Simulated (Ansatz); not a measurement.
# wB97X/def2-SVPD (core potential) run of InCNF2 (SMILES N#[C][In]([F])[F])

Aim: the electronic atomisation energy of InCNF2 at wB97X/def2-SVPD (core potential), from 5 runs. 

The results are computed with Ansatz 0.2.0.

45 further runs of the same task are left out: 1 that didn't finish, 44 set aside as unsound or not needed. Runs told in other sessions of the task aren't counted.

### 1 The system as given

The species is InCNF2 (5 atoms), meant as a singlet with charge 0. SMILES: `N#[C][In]([F])[F]`. Geometry: relaxed at PBE0-D4/def2-TZVP.

Bond lengths: N1–C2 1.152 Å, C2–In3 2.072 Å, In3–F4 1.919 Å, In3–F5 1.919 Å. Angles: N1–C2–In3 180.0°, C2–In3–F4 123.5°, C2–In3–F5 123.5°, F4–In3–F5 112.9°.

### 2 A single-point energy at wB97X/def2-SVPD (core potential)

Input file input.yaml:

```yaml
basis:
  gaussian: {orbitals: def2-SVPD}
crystal:
  periodic: [false, false, false]
  atoms:
    - {symbol: "N", position_ang: [1.298000, -1.592200, 1.589600]}
    - {symbol: C, position_ang: [0.724900, -0.890300, 0.878600]}
    - {symbol: In, position_ang: [-0.306000, 0.372300, -0.400300]}
    - {symbol: F, position_ang: [-1.872100, -0.154800, -1.375500]}
    - {symbol: F, position_ang: [0.205100, 2.191400, -0.733700]}
accuracy: high
hamiltonian: {xc: {name: wB97X}}
output: {orbitals: {seedname: orbitals}}
```

Run with:

```sh
$ ansatz run input.yaml --threads 1 --pin off --max-ram 3480MiB --events-out events.jsonl --progress --plain --runs-dir runs
```

The log of the run:

```text
Warning: RAYON_NUM_THREADS=1 ignored (pool sized by the plan → 1); use --threads N
Functional definition: wB97X
  name "wB97X"
  parameter omega = 0.3/bohr
  parameter cx = 0.157706
  parameter cx1 = 0.726479
  parameter cx2 = 1.04760
  parameter cx3 = -5.70635
  parameter cx4 = 13.2794
  parameter css1 = -4.33879
  parameter css2 = 18.2308
  parameter css3 = -31.7430
  parameter css4 = 17.2901
  parameter cos1 = 2.37031
  parameter cos2 = -11.3995
  parameter cos3 = 6.58405
  parameter cos4 = -3.78132
  exchange = spin_sum(e_x_unif_sr(omega)*poly(b97_u_x, 1 - cx, cx1, cx2, cx3, cx4)) + cx*exact_x_sr(omega)
      + exact_x_lr(omega)
  correlation = spin_sum(e_c_pw_same_spin*poly(b97_u_same, 1, css1, css2, css3, css4))
      + integral(e_c_pw_opposite_spin*poly(b97_u_opposite, 1, cos1, cos2, cos3, cos4))
2489 factors; integrals over basis functions are off by at most 2.9e-9 eV
554 factors; integrals over basis functions are off by at most 1.9e-9 eV
mean field evaluation 1: about -13121.0710 eV, gradient 6.2e1 eV
mean field evaluation 2: about -13114.7826 eV, gradient 9.2e1 eV
mean field evaluation 4: about -13128.4131 eV, gradient 2.5e0 eV
mean field evaluation 8: about -13128.5127 eV, gradient 1.2e-1 eV
mean field evaluation 16: about -13128.5127 eV, gradient 1.4e-4 eV
mean field -13128.51274846 eV, -482.4639446804 hartree, gradient 1.9e-8 eV, S^2 0.000000; 0 other end points of the search recorded, 0 dependent functions left out
reference -13128.51274366 eV, -482.4639445040 hartree; 26, 26 occupied and 92, 92 virtual orbitals, 2489 factors
Total energy: -13128.51274366 eV, -482.4639445040 hartree
```

Wall time 40 s (1 thread of Arm Neoverse V1, shared host); peak memory 0.74 GiB.

### 3 The C atom

Input file in.yaml:

```yaml
crystal:
  periodic: [false, false, false]
  atoms:
    - {symbol: C, position_ang: [0.000000, 0.000000, 0.000000]}
basis:
  gaussian:
    orbitals: def2-SVPD
magnetization:
  spin_polarized: true
  initial_magnetization: 2
hamiltonian:
  xc: {name: wB97X}
accuracy: high
```

Run the same way, it converges to -37.80235 Eh (log not shown).

### 4 The F atom, same level

Input file molecule.yaml:

```yaml
crystal:
  periodic: [false, false, false]
  atoms:
    - {symbol: F, position_ang: [0.000000, 0.000000, 0.000000]}
basis:
  gaussian: {orbitals: def2-SVPD}
magnetization: {spin_polarized: true, initial_magnetization: 1}
hamiltonian: {xc: {name: wB97X}}
accuracy: high
```

Run the same way, it converges to -99.62957 Eh (log not shown).

### 5 The In atom, same level

Input file molecule.yaml:

```yaml
crystal:
  periodic: [false, false, false]
  atoms:
    - {symbol: In, position_ang: [0.000000, 0.000000, 0.000000]}
basis:
  gaussian: {orbitals: def2-SVPD}
hamiltonian: {xc: {name: wB97X}}
accuracy: high
magnetization: {spin_polarized: true, initial_magnetization: 1}
```

Run with:

```sh
$ ansatz run molecule.yaml --threads 1 --pin off --max-ram 3480MiB --events-out events.jsonl --progress --plain --runs-dir runs
```

The log of the run, cut to the lines that bear on the results:

```text
Warning: RAYON_NUM_THREADS=1 ignored (pool sized by the plan → 1); use --threads N
[... 2 set-up lines as earlier in the session ...]
[...]
      + exact_x_lr(omega)
[...]
      + integral(e_c_pw_opposite_spin*poly(b97_u_opposite, 1, cos1, cos2, cos3, cos4))
297 factors; integrals over basis functions are off by at most 1.1e-9 eV
128 factors; integrals over basis functions are off by at most 1.3e-9 eV
[...]
mean field -5173.96500057 eV, -190.1397067315 hartree, gradient 9.9e-8 eV, S^2 0.752114; 0 other end points of the search recorded, 0 dependent functions left out
reference -5173.96500053 eV, -190.1397067301 hartree; 11, 10 occupied and 21, 22 virtual orbitals, 297 factors
Total energy: -5173.96500053 eV, -190.1397067301 hartree
```

Run time: 9.9 s. Hardware: 1 thread of Arm Neoverse V1, shared host; peak memory 0.32 GiB.

### 6 The N atom

Input file molecule.yaml:

```yaml
basis:
  gaussian:
    orbitals: def2-SVPD
crystal:
  periodic: [false, false, false]
  atoms:
    - {symbol: "N", position_ang: [0.000000, 0.000000, 0.000000]}
magnetization:
  spin_polarized: true
  initial_magnetization: 3
hamiltonian:
  xc: {name: wB97X}
accuracy: high
```

Run with:

```sh
$ ansatz run molecule.yaml --threads 1 --pin off --max-ram 3480MiB --events-out events.jsonl --progress --plain --runs-dir runs
```

The log of the run, cut to the lines that bear on the results:

```text
Warning: RAYON_NUM_THREADS=1 ignored (pool sized by the plan → 1); use --threads N
[... 2 set-up lines as earlier in the session ...]
[...]
      + exact_x_lr(omega)
[...]
      + integral(e_c_pw_opposite_spin*poly(b97_u_opposite, 1, cos1, cos2, cos3, cos4))
163 factors; integrals over basis functions are off by at most 3.0e-9 eV
76 factors; integrals over basis functions are off by at most 1.6e-9 eV
[...]
mean field -1483.78140630 eV, -54.5279609382 hartree, gradient 6.6e-9 eV, S^2 3.757468; 0 other end points of the search recorded, 0 dependent functions left out
reference -1483.78140541 eV, -54.5279609057 hartree; 5, 2 occupied and 15, 18 virtual orbitals, 163 factors
Total energy: -1483.78140541 eV, -54.5279609057 hartree
```

Run time: 1.5 s. Hardware: 1 thread of Arm Neoverse V1, shared host; peak memory 0.13 GiB.

### 7 Summary of results

Level: wB97X/def2-SVPD (core potential).

| quantity | value |
| --- | --- |
| molecule: total energy | -482.46394 Eh |
| molecule: HOMO energy | -13.43 eV |
| molecule: LUMO energy | -0.84 eV |
| molecule: HOMO–LUMO gap | 12.59 eV |
| C atom: total energy | -37.80235 Eh |
| C atom: ⟨S²⟩ | 2.006 |
| F atom: total energy | -99.62957 Eh |
| F atom: ⟨S²⟩ | 0.752 |
| In atom: total energy | -190.13971 Eh |
| In atom: ⟨S²⟩ | 0.752 |
| N atom: total energy | -54.52796 Eh |
| N atom: ⟨S²⟩ | 3.757 |
| electronic atomisation energy | 19.995 eV |

Taking the molecule apart into free atoms costs 19.99 eV (1929 kJ/mol), before zero-point energy and without spin-orbit coupling.
